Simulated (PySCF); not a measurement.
# ClGeH (Chlorogermylene): the cost of one run

Computed with PySCF 2.14.0 and routines of our own; the level stands in each step. Atoms count from 0.

### 1 The system as given

3 atoms, charge 0, multiplicity 1; geometry from: GFN2-xTB.

### 2 Geometry optimisation at PBE0-D3(BJ)/def2-SVP

What the job is given:

```
{"job": {"xc": "PBE0", "basis": "def2-SVP", "d3": "d3bj", "grid": 1, "maxiter": 30, "shake": 0.01, "kind": "geom"}, "charge": 0, "multiplicity": 1}
Cl     1.565240    -0.325950     0.002220
Ge    -0.273630     0.812900    -0.015220
H     -1.285590    -0.521900    -0.006180
```

Launch:

```
OMP_NUM_THREADS=1 python heavy_run.py task.json out
```

The driver reads the jobs from task.json and runs them one after another.

Q: Estimate the wall time and peak memory of this first job on 1 thread of Intel Xeon Platinum 8375C at 2.90GHz, shared host.

About 4.4 s, with a peak of 0.28 GiB.
